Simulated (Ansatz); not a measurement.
# ZrSnO4: the band gap up the ladder of functionals

The task here is to estimate one member of a computed series from the others.

Program: Ansatz 0.2.0. PAW datasets, plane waves. No spin polarisation and no zero-point or thermal motion; the cell was built from a prototype and may be hypothetical.

### The structure to begin with

The cell was relaxed beforehand with r2SCAN.

Space group P-42_1m (No. 113), tetragonal; a = 4.813 Å, c = 6.478 Å in the conventional setting, 12.51 Å³ an atom. Near Sn stand 6 O at 2.06–2.08 Å; near O stand 2 Sn at 2.06–2.08 Å and 1 Zr at 2.11 Å; near Zr stand 6 O at 2.09–2.11 Å; near O stand 1 Sn at 2.08 Å and 2 Zr at 2.09–2.11 Å.

The structure in full:

```
Sn O Zr
1.0
     4.81330    0.00000    0.00000
     0.00000    4.81330    0.00000
     0.00000    0.00000    6.47781
Sn O Zr
2 8 2
Direct
  0.00000 0.50000 0.12198
  0.50000 0.00000 0.87802
  0.69713 0.80287 0.12307
  0.30287 0.19713 0.12307
  0.80287 0.30287 0.87693
  0.19713 0.69713 0.87693
  0.69269 0.80731 0.62961
  0.30731 0.19269 0.62961
  0.80731 0.30731 0.37039
  0.19269 0.69269 0.37039
  0.00000 0.50000 0.62513
  0.50000 0.00000 0.37487
```

Set-up of the first run:

Input file input.yaml:

```yaml
crystal:
  lattice:
    - [4.8133017594, 0.0, 0.0]
    - [0.0, 4.8133017594, 0.0]
    - [0.0, 0.0, 6.4778139812]
  atoms:
    - { symbol: Sn, position: [0.0, 0.5, 0.1219767629] }
    - { symbol: Sn, position: [0.5, 0.0, 0.8780232371] }
    - { symbol: O, position: [0.6971261864, 0.8028738136, 0.1230748382] }
    - { symbol: O, position: [0.3028738136, 0.1971261864, 0.1230748382] }
    - { symbol: O, position: [0.8028738136, 0.3028738136, 0.8769251618] }
    - { symbol: O, position: [0.1971261864, 0.6971261864, 0.8769251618] }
    - { symbol: Zr, position: [0.0, 0.5, 0.6251275372] }
    - { symbol: Zr, position: [0.5, 0.0, 0.3748724628] }
    - { symbol: O, position: [0.6926949305, 0.8073050695, 0.6296074555] }
    - { symbol: O, position: [0.3073050695, 0.1926949305, 0.6296074555] }
    - { symbol: O, position: [0.8073050695, 0.3073050695, 0.3703925445] }
    - { symbol: O, position: [0.1926949305, 0.6926949305, 0.3703925445] }
kpoints:
  mp_grid: { grid: [6, 6, 4] }
  band_path:
    path:
      - [[0.0, 0.0, 0.0], [0.0, 0.5, -1.371160256876e-35], [0.5, 0.5, -1.371160256876e-35], [0.0, 0.0, 0.0], [0.0, 3.48552540774e-52, 0.5], [0.0, 0.5, 0.5], [0.5, 0.5, 0.5], [0.0, 3.48552540774e-52, 0.5]]
      - [[0.0, 0.5, -1.371160256876e-35], [0.0, 0.5, 0.5]]
      - [[0.5, 0.5, -1.371160256876e-35], [0.5, 0.5, 0.5]]
    npoints: 10
hamiltonian:
  xc: pbe
scf:
  occupations: { method: fermi_dirac, width: 0.02 }
  n_extra_bands: 7
output:
  forces: true
  stress: true
  eigenvalues: true
```

Among the steps run: PBE bands along the symmetry lines; r2SCAN at the same geometry; HSE06 at the same geometry; PBE+SOC at the same geometry; PBE0 at the same geometry.

One of the session's tables, all rows but one given; the rest of the session is left out.

| level | gap (eV) |
| --- | --- |
| PBE | 2.79 |
| r2SCAN | 3.41 |
| HSE06 | 4.47 |
| PBE+SOC | 2.79 |
| PBE0 | ? |

Estimate the missing values for PBE0.

As computed: gap (eV): 5.21. In the column «gap (eV)» it is the highest.

Meshes: PBE 6×6×4, r2SCAN 6×6×4, HSE06 4×4×2, PBE+SOC 6×6×4, PBE0 4×4×2

In words: The gap runs from 2.79 eV (PBE) to 5.21 eV (PBE0). Against HSE06, PBE is short by 1.68 eV, at 62 % of it, and r2SCAN 76 %. PBE0 lies 0.74 eV above HSE06, which differs from it by screening the long-range exchange.

To keep in mind: Warnings in the runs' records: stress exchange threshold loose, stress scf threshold loose.
